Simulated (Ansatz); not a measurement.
# C₃H₈Si₂: a ladder of functionals and wavefunction methods

Aim: compute C₃H₈Si₂ with functionals from several rungs and with coupled cluster. The yardstick is the atomisation energy at the CCSD(T) limit.

Program: Ansatz 0.2.0, Gaussian basis. Level of theory: functionals in def2-TZVPP, the program's frozen cores in correlated methods. These are calculated values, not measurements.

Plan: PBE-D4, r2SCAN-D4, PBE0-D4, B3LYP-D4, ωB97X-V, ωB97M-V, B2PLYP; CCSD(T)/def2-TZVPP; MP2/def2-QZVPP; extrapolation to the limit.

### Step 1. Structure used throughout

All runs share one geometry, relaxed beforehand with PBE0-D4 in a triple-zeta def2 set.

SMILES `C#C[SiH2][SiH2]C`, 13 atoms, charge 0, spin multiplicity 1.

Atoms are counted from 1 here; the program's logs count them from 0.

Bond lengths: C1–C2 1.207 Å, C1–H6 1.066 Å, C2–Si3 1.827 Å, Si3–Si4 2.342 Å, Si3–H7 1.488 Å, Si3–H8 1.487 Å, Si4–C5 1.874 Å, Si4–H9 1.490 Å, Si4–H10 1.491 Å, C5–H11 1.092 Å, C5–H12 1.092 Å, C5–H13 1.092 Å. Angles: C2–C1–H6 179.4°, C1–C2–Si3 177.0°, C2–Si3–Si4 107.9°, C2–Si3–H7 108.2°, C2–Si3–H8 108.8°, Si4–Si3–H7 111.2°, Si4–Si3–H8 112.1°, H7–Si3–H8 108.4°, Si3–Si4–C5 110.5°, Si3–Si4–H9 108.3°, Si3–Si4–H10 108.9°, C5–Si4–H9 110.6°, C5–Si4–H10 110.8°, H9–Si4–H10 107.7°, Si4–C5–H11 110.3°, Si4–C5–H12 110.8°, Si4–C5–H13 110.8°, H11–C5–H12 108.2° and more.

### Step 2. PBE-D4 (GGA)

File in.yaml:

```yaml
crystal:
  periodic: [false, false, false]
  atoms:
    - {symbol: C, position_ang: [-1.308803, -0.213155, 2.697944]}
    - {symbol: C, position_ang: [-0.398935, -0.545786, 1.978293]}
    - {symbol: Si, position_ang: [0.931691, -1.011761, 0.815638]}
    - {symbol: Si, position_ang: [0.251828, -0.401484, -1.341082]}
    - {symbol: C, position_ang: [-0.214482, 1.413253, -1.394591]}
    - {symbol: H, position_ang: [-2.108210, 0.075283, 3.341384]}
    - {symbol: H, position_ang: [2.171198, -0.291523, 1.214307]}
    - {symbol: H, position_ang: [1.179276, -2.473170, 0.931134]}
    - {symbol: H, position_ang: [-0.909706, -1.252473, -1.723078]}
    - {symbol: H, position_ang: [1.359925, -0.691292, -2.295571]}
    - {symbol: H, position_ang: [-1.009057, 1.621251, -0.674899]}
    - {symbol: H, position_ang: [0.643144, 2.041788, -1.145583]}
    - {symbol: H, position_ang: [-0.567566, 1.694370, -2.389096]}
basis:
  gaussian: {orbitals: def2-TZVPP}
hamiltonian: {xc: pbe, dispersion: d4}
output: {forces: true, orbitals: {seedname: orbitals}}
```

Launch:

```sh
$ ansatz run in.yaml --threads 4 --pin off --events-out ev --progress --plain --max-ram 10444MiB
```

Further steps of the session: r2SCAN-D4 (meta-GGA); PBE0-D4 (hybrid); B3LYP-D4 (hybrid); ωB97X-V (range-separated); ωB97M-V (range-separated); B2PLYP (double hybrid); CCSD(T) in def2-TZVPP; MP2 in def2-QZVPP.

Before running them: what should the planned runs give, taken together? Wanted: atomisation energy, CCSD(T)/CBS; farthest; mean size of error, hybrid; mean size of error, range-separated; gap, smallest and largest; T1 diagnostic; triples share of the correlation energy.

The runs gave:

```
                               quantity                                           value
        atomisation energy, CCSD(T)/CBS                                   4762.1 kJ/mol
 functionals within 23.8 kJ/mol (0.5 %)  r2SCAN-D4, PBE0-D4, B3LYP-D4, ωB97X-V, ωB97M-V
                               farthest                           B2PLYP (-49.5 kJ/mol)
             mean size of error, hybrid                                      2.4 kJ/mol
    mean size of error, range-separated                                      8.1 kJ/mol
              gap, smallest and largest            5.42 eV (PBE-D4), 11.75 eV (ωB97X-V)
                          T1 diagnostic                                          0.0125
triples share of the correlation energy                                           4.3 %
```

**Reading.** PBE-D4 misses by +46.2 kJ/mol. Double hybrids carry the basis error of their MP2 part in triple zeta, and no dispersion term here, so their miss is partly the set-up's. Misses under about 23.8 kJ/mol are within the doubt on the reference itself, which lacks core-valence correlation, relativity and higher excitations. Hartree-Fock recovers 75 % of the binding; the rest is correlation. Orbital gaps span 5.4 to 11.7 eV; exact exchange widens them.
